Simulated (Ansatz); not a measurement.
The input (input.yaml):

```yaml
crystal:
  lattice:
    - [8.886554, 0.0, 0.0]
    - [0.0, 6.283743, 0.0]
    - [0.0, 0.0, 19.664916]
  atoms:
    - { symbol: K, position: [0.0, 0.0, 0.050852] }
    - { symbol: Cl, position: [0.25, 0.0, 0.1638267] }
    - { symbol: K, position: [0.75, 0.5, 0.1638267] }
    - { symbol: Cl, position: [0.5, 0.5, 0.050852] }
    - { symbol: K, position: [0.25, 0.5, 0.1638267] }
    - { symbol: Cl, position: [0.0, 0.5, 0.050852] }
    - { symbol: K, position: [0.5, 0.0, 0.050852] }
    - { symbol: Cl, position: [0.75, 0.0, 0.1638267] }
    - { symbol: K, position: [0.5, 0.0, 0.2768014] }
    - { symbol: Cl, position: [0.75, 0.0, 0.3897762] }
    - { symbol: K, position: [0.25, 0.5, 0.3897762] }
    - { symbol: Cl, position: [0.0, 0.5, 0.2768014] }
    - { symbol: K, position: [0.75, 0.5, 0.3897762] }
    - { symbol: Cl, position: [0.5, 0.5, 0.2768014] }
    - { symbol: K, position: [0.0, 0.0, 0.2768014] }
    - { symbol: Cl, position: [0.25, 0.0, 0.3897762] }
basis:
  ecutwfc: 420.0
kpoints:
  mp_grid: { grid: [1, 2, 1] }
hamiltonian:
  xc: lda
scf:
  occupations: { method: fermi_dirac, width: 0.05 }
  lower_state_search: "off"
relax:
  f_tol: 0.08
  max_steps: 25
  adjacent_minimum: "off"
  constraints: [{ sites: [0, 3, 5, 6] }]
```

Command:

```bash
$ ansatz run input.yaml --threads 1 --pin off --max-ram 3072MiB --backend cpu --events-out ev --progress --plain --runs-dir out
```

Hardware: 1 thread of Intel(R) Xeon(R) Platinum 8375C CPU @ 2.90GHz (Ice Lake), with other jobs on the host.

**Question.** Roughly how long does this run take, and how much memory?

**Answer.** 23 s, with a peak of 0.88 GiB, for 4 ionic steps.
